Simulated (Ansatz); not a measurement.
**Cl4H2MoO2: taking an electron away**

The task here is to estimate one member of a computed series from the others.

Program: Ansatz 0.2.0, Gaussian basis. Level of theory: unrestricted cation, the program's frozen cores in correlated methods. These are calculated values, not measurements.

The runs, in order: UKS PBE-D4/def2-TZVPP; UKS r2SCAN-D4/def2-TZVPP; UKS PBE0-D4/def2-TZVPP; UKS B3LYP-D4/def2-TZVPP; UKS wB97X-V/def2-TZVPP; UKS wB97M-V/def2-TZVPP; UKS B2PLYP/def2-TZVPP; UHF-CCSD(T)/def2-TZVPP; UHF-MP2/def2-QZVPP; extrapolation to the limit; then −ε(HOMO) from the neutral's earlier runs with LDA (SPW92), PBE-D4, revPBE-D4, BLYP-D4, r2SCAN-D4, B97M-V, PBE0-D4, B3LYP-D4, r2SCANh-D4, r2SCAN0-D4, HSE06-D4, BHLYP-D4, CAM-B3LYP-D4, LC-ωPBE, ωB97X-V, ωB97M-V.

## The relaxed structure

An earlier PBE0-D4 in a triple-zeta def2 set relaxation fixed the geometry. Mo takes the def2 core potential; no spin-orbit term is included.

9 atoms, charge 0, spin multiplicity 1.

Atoms are counted from 1 here; the program's logs count them from 0.

Bond lengths: O1–Mo2 1.835 Å, O1–H8 0.966 Å, Mo2–O3 1.843 Å, Mo2–Cl4 2.363 Å, Mo2–Cl5 2.332 Å, Mo2–Cl6 2.275 Å, Mo2–Cl7 2.281 Å, O3–H9 0.965 Å. Angles: Mo2–O1–H8 123.7°, O1–Mo2–O3 95.9°, O1–Mo2–Cl4 80.3°, O1–Mo2–Cl5 164.6°, O1–Mo2–Cl6 92.5°, O1–Mo2–Cl7 99.1°, O3–Mo2–Cl4 94.9°, O3–Mo2–Cl5 81.7°, O3–Mo2–Cl6 90.2°, O3–Mo2–Cl7 164.8°, Cl4–Mo2–Cl5 84.7°, Cl4–Mo2–Cl6 171.6°, Cl4–Mo2–Cl7 89.6°, Cl5–Mo2–Cl6 102.7°, Cl5–Mo2–Cl7 84.3°, Cl6–Mo2–Cl7 87.1°, Mo2–O3–H9 124.4°.

The first run:

Contents of in.yaml:

```yaml
crystal:
  periodic: [false, false, false]
  atoms:
    - {symbol: O, position_ang: [-1.304093, -1.208559, 0.060281]}
    - {symbol: Mo, position_ang: [-0.148635, 0.213966, -0.039278]}
    - {symbol: O, position_ang: [1.145126, -0.660249, -1.017641]}
    - {symbol: Cl, position_ang: [0.518429, -0.696343, 2.037045]}
    - {symbol: Cl, position_ang: [1.602321, 1.716033, 0.302932]}
    - {symbol: Cl, position_ang: [-1.096808, 0.979693, -1.960039]}
    - {symbol: Cl, position_ang: [-1.397903, 1.772874, 1.061892]}
    - {symbol: H, position_ang: [-1.323302, -1.832970, 0.797394]}
    - {symbol: H, position_ang: [2.004865, -0.284436, -1.242576]}
basis:
  gaussian: {orbitals: def2-TZVPP}
total_charge: 1
magnetization: {spin_polarized: true, initial_magnetization: 1}
hamiltonian: {xc: pbe, dispersion: d4}
```

The run is started by

```sh
$ ansatz run in.yaml --threads 2 --pin off --events-out ev --progress --plain --max-ram 32768MiB --backend cuda --devices 0, --max-vram 18GiB
```

Among the steps run: Cation, UKS PBE-D4/def2-TZVPP; Cation, UKS r2SCAN-D4/def2-TZVPP; Cation, UKS PBE0-D4/def2-TZVPP; Cation, UKS B3LYP-D4/def2-TZVPP; Cation, UKS wB97X-V/def2-TZVPP; Cation, UKS wB97M-V/def2-TZVPP; Cation, UKS B2PLYP (frozen core)/def2-TZVPP; Cation, UHF-CCSD(T)/def2-TZVPP; Cation, UHF-MP2/def2-QZVPP.

One table of the session follows, with a row left open; its other results are not shown here.

It belongs to the step «Ionisation energies side by side». Orbital estimates, from the neutral's runs:

```
  functional  −ε(HOMO) (eV)
 LDA (SPW92)           7.49
      PBE-D4           7.32
   revPBE-D4           7.26
     BLYP-D4           7.16
   r2SCAN-D4           7.68
      B97M-V              ?
     PBE0-D4           8.70
    B3LYP-D4           8.43
  r2SCANh-D4           8.19
  r2SCAN0-D4           8.95
    HSE06-D4           8.30
    BHLYP-D4           9.95
CAM-B3LYP-D4          10.04
     LC-ωPBE          11.43
     ωB97X-V          11.06
     ωB97M-V          10.90
```

**Question.** Estimate the row for B97M-V.

As computed: −ε(HOMO) (eV): 7.78. In the column «−ε(HOMO) (eV)» it lies between r2SCAN-D4 (7.68) and r2SCANh-D4 (8.19).
